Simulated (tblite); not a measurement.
# C3H8ClNSi2: the cost of one run

The runs use tblite 0.8.0 and PySCF 2.14.0, with density-fitted response routines of our own; the level of theory stands in each step. All values are computed, except where a source is named. Atoms are numbered from 0 throughout.

### 1 The molecule as given

15 atoms, charge 0, multiplicity 1; geometry from: force field or distance geometry start.

Bonds of the start (Å): C0–C1 1.33, C1–Si2 1.85, Si2–Cl3 2.09, Si2–Si4 2.22, Si4–N5 1.77, N5–C6 1.29, C0–H7 1.08, C0–H8 1.09, C1–H9 1.11, Si2–H10 1.45, Si4–H11 1.48, Si4–H12 1.46, C6–H13 1.09, C6–H14 1.10.

### 2 Optimising the geometry with GFN2-xTB

Job settings and geometry (Å):

```
{"job": {"kind": "relax", "xc": "GFN2-xTB", "basis": "xTB"}, "charge": 0, "multiplicity": 1}
C     -2.905400     0.465900    -0.030800
C     -1.699900     0.410800     0.520800
Si    -0.612500    -1.054800     0.247700
Cl    -1.654200    -2.460600    -0.899600
Si     1.262400    -0.572600    -0.836100
N      1.739900     1.098100    -0.486900
C      2.689900     1.245700     0.373900
H     -3.283800    -0.325100    -0.653100
H     -3.524500     1.338900     0.156400
H     -1.332800     1.228800     1.171700
H     -0.262200    -1.631100     1.530900
H      2.283400    -1.529200    -0.351700
H      1.095500    -0.827400    -2.268500
H      3.150700     0.376900     0.839400
H      3.049200     2.243700     0.664100
```

Launch:

```console
OMP_NUM_THREADS=1 python probes_run.py task.json out
```

The driver reads the jobs from task.json and runs them one after another.

Q: Estimate the wall time and peak memory of this first job on 1 thread of Arm Neoverse N1, shared host.

About 1 s, with a peak of 0.18 GiB.
